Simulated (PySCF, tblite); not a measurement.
# C5F3O radical: geometry, infrared bands and EPR parameters

Wanted: the infrared bands and EPR parameters of C5F3O radical (`O=c1[c]c1C(F)=C(F)F`), by calculation.

Computed with tblite 0.8.0 and PySCF 2.14.0, with density-fitted response routines of our own, on a single molecule in the gas phase. Atoms count from 0, in the outputs and in this text.

## 1. Starting geometry

9 atoms, charge 0, multiplicity 2; geometry from: force field or distance geometry start.

Bonds of the start (Å): O0–C1 1.27, C1–C2 1.38, C2–C3 1.38, C3–C4 1.46, C4–F5 1.35, C4–C6 1.35, C6–F7 1.35, C6–F8 1.35, C3–C1 1.39.

## 2. Geometry optimisation with GFN2-xTB

The job: settings as JSON, then the geometry in Å.

```
{"job": {"kind": "relax", "xc": "GFN2-xTB", "basis": "xTB"}, "charge": 0, "multiplicity": 2}
O      2.527700     0.397900    -1.020000
C      1.867300    -0.368400    -0.244500
C      1.668900    -1.471500     0.560400
C      0.656400    -0.541800     0.418300
C     -0.681000     0.019400     0.623100
F     -1.162600     0.049600     1.886600
C     -1.385900     0.488200    -0.428500
F     -0.866300     0.437200    -1.671300
F     -2.610900     0.995400    -0.149300
```

Command:

```console
OMP_NUM_THREADS=1 python probes_run.py task.json out
```

The driver reads the jobs from task.json and runs them one after another.

**Question.** This job is followed by: GFN2-xTB harmonic vibrations, gas phase; UKS B3LYP, pcH-1 on C F O, non-relativistic, mean-field spin-orbit, GIAO. What will the session give for the following? strongest single infrared mode (GFN2-xTB); zero-point energy (GFN2-xTB); g(iso) (B3LYP); ⟨S²⟩; largest a(iso); potential on the surface of density 0.002 e/bohr³, 1st and 99th percentile.

**Answer**, as computed:

| quantity | value |
| --- | --- |
| strongest single infrared mode (GFN2-xTB) | 2071 cm⁻¹, 716 km/mol |
| zero-point energy (GFN2-xTB) | 21.7 kcal/mol |
| g(iso) (B3LYP) | 2.00245 |
| ⟨S²⟩ | 0.755 (exact 0.75) |
| largest a(iso) | 13C on C2, 188.1 MHz |
| potential on the surface of density 0.002 e/bohr³, 1st and 99th percentile | -1.01 V and 1.58 V |

**Reading.** Over 39 steps the energy fell by 0.765 eV; of the close pairs, C1–C3 changed most, 1.391 to 1.495 Å. All 21 modes are real, so the xTB geometry is a minimum. The strongest single mode, at 2071 cm⁻¹, moves mainly C1. Unscaled tight-binding wavenumbers are off by several per cent, some by more. Its intensities can rank the bands wrongly. The largest share of the spin, 0.46 e, sits on C2. The isotropic g lies 0.1 ppt above the free-electron value. These values are for one conformer; the search (at its own cheap level) found 2 more, at 0.02, 0.09 kcal/mol (those within 0.05 may be mirror or relabelled copies), and measured spectra average over such forms.
